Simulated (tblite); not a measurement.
# C7H9NO: the cost of one run

The runs use tblite 0.8.0 and PySCF 2.14.0, with density-fitted response routines of our own; the level of theory stands in each step. All values are computed, except where a source is named. Atoms count from 0, in the outputs and in this text.

### 1 Starting geometry

18 atoms, charge -1, multiplicity 2; geometry from: force field or distance geometry start.

Bonds of the start (Å): C0–C1 1.52, C1–O2 1.42, C1–C3 1.49, C3–C4 1.37, C4–C5 1.39, C5–C6 1.37, C6–N7 1.35, N7–C8 1.45, N7–C3 1.35, C0–H9 1.11, C0–H10 1.11, C0–H11 1.12, C4–H12 1.08, C5–H13 1.08, C6–H14 1.09, C8–H15 1.10, C8–H16 1.10, C8–H17 1.11.

### 2 Relaxing the molecule with GFN2-xTB

The job: settings as JSON, then the geometry in Å.

```
{"job": {"kind": "relax", "xc": "GFN2-xTB", "basis": "xTB"}, "charge": -1, "multiplicity": 2}
C      2.558100    -0.571600    -0.415500
C      1.125600    -1.022000    -0.163300
O      1.124900    -1.586300     1.137400
C      0.158200     0.106300    -0.134200
C      0.393000     1.439300    -0.344200
C     -0.834000     2.069900    -0.212300
C     -1.760400     1.101100     0.091900
N     -1.148100    -0.095400     0.149800
C     -1.803800    -1.358300     0.438700
H      3.290000    -1.239900     0.091200
H      2.624400     0.464900    -0.022500
H      2.716000    -0.591500    -1.525900
H      1.322600     1.933900    -0.581900
H     -0.972800     3.139500    -0.330100
H     -2.822900     1.277700     0.271300
H     -2.889900    -1.184800     0.362900
H     -1.550400    -2.149200    -0.275200
H     -1.539100    -1.727300     1.450100
```

The run is started by

```bash
> OMP_NUM_THREADS=1 python probes_run.py task.json out
```

This one command runs all jobs of the session in turn.

Q: Estimate the wall time of this first job on 1 thread of Arm Neoverse V1, shared host.

About 1 s.
